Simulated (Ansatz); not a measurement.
# B2P3: the cost of one run

Program: Ansatz 0.2.0. Level of theory: DFT PBE, scalar-relativistic, plane waves, PAW. These are calculated values, not measurements.

## (1) The starting structure

The structure is hexagonal, space group P-62m (No. 189). The conventional cell has a = 5.599 Å, b = 5.599 Å, c = 2.388 Å, α = 90.00°, β = 90.00°, γ = 120.00°. Around B (site symmetry -6) lie 3 P at 1.94 Å. Around P (site symmetry m2m) lie 2 B at 1.94 Å.

As a file:

```cif
data_structure
_symmetry_space_group_name_H-M 'P 1'
_symmetry_Int_Tables_number 1
_cell_length_a 5.5991
_cell_length_b 5.5991
_cell_length_c 2.3879
_cell_angle_alpha 90.000
_cell_angle_beta 90.000
_cell_angle_gamma 120.000
_cell_volume 64.83
loop_
_atom_site_label
_atom_site_type_symbol
_atom_site_fract_x
_atom_site_fract_y
_atom_site_fract_z
_atom_site_occupancy
B1 B 0.33333 0.66667 0.00000 1
B2 B 0.66667 0.33333 0.00000 1
P1 P 0.30892 0.30892 0.00000 1
P2 P 0.69108 0.00000 0.00000 1
P3 P 0.00000 0.69108 0.00000 1
```

The cell was relaxed beforehand at this level, from a database cell with other species swapped in; it is a trial structure. At a tolerance of 0.05 Å it has space group P-62m (No. 189); it has 12.97 Å³/atom, an uncorrected energy of +0.27 eV/atom over the elements.

## (2) Static run: bands, density of states and charges

Input file input.yaml:

```yaml
crystal:
  lattice:
    - [5.5990745423, 0.0, 0.0]
    - [-2.7995372711, 4.8489407913, 0.0]
    - [0.0, 0.0, 2.3879334339]
  atoms:
    - { symbol: B, position: [0.3333333333, 0.6666666667, 0.0] }
    - { symbol: B, position: [0.6666666667, 0.3333333333, 0.0] }
    - { symbol: P, position: [0.3089206501, 0.3089206501, 0.0] }
    - { symbol: P, position: [0.6910793499, 0.0, 0.0] }
    - { symbol: P, position: [0.0, 0.6910793499, 0.0] }
basis:
  ecutwfc: 420
kpoints:
  mp_grid: { grid: [12, 12, 16] }
  band_path:
    path:
      - [[0.0, 0.0, 0.0], [0.5, 0.0, 0.0], [0.33333333, 0.33333333, 0.0], [0.0, 0.0, 0.0], [0.0, 0.0, 0.5], [0.5, 0.0, 0.5], [0.33333333, 0.33333333, 0.5], [0.0, 0.0, 0.5]]
      - [[0.5, 0.0, 0.5], [0.5, 0.0, 0.0]]
      - [[0.33333333, 0.33333333, 0.5], [0.33333333, 0.33333333, 0.0]]
    npoints: 14
hamiltonian:
  xc: pbe
scf:
  occupations: { method: gaussian, width: 0.1 }
  n_extra_bands: 12
output:
  forces: true
  stress: true
  eigenvalues: true
  populations: true
  dos: { projected: true, de: 0.02, nscf_kmesh: { grid: [15, 15, 20] } }
  bader: true
  write_density: true
  write_potential: true
  elf: true
  volumetric_format: npy
```

Command:

```
> ansatz run input.yaml --threads 1 --pin off --max-ram 2560MiB --backend cpu --events-out ev --progress --plain --runs-dir out
```

**Question.** How long does this run take on 1 thread of Arm Neoverse V1, shared host, and how much memory does it need?

About 1.9 min, with a peak of 0.52 GiB.
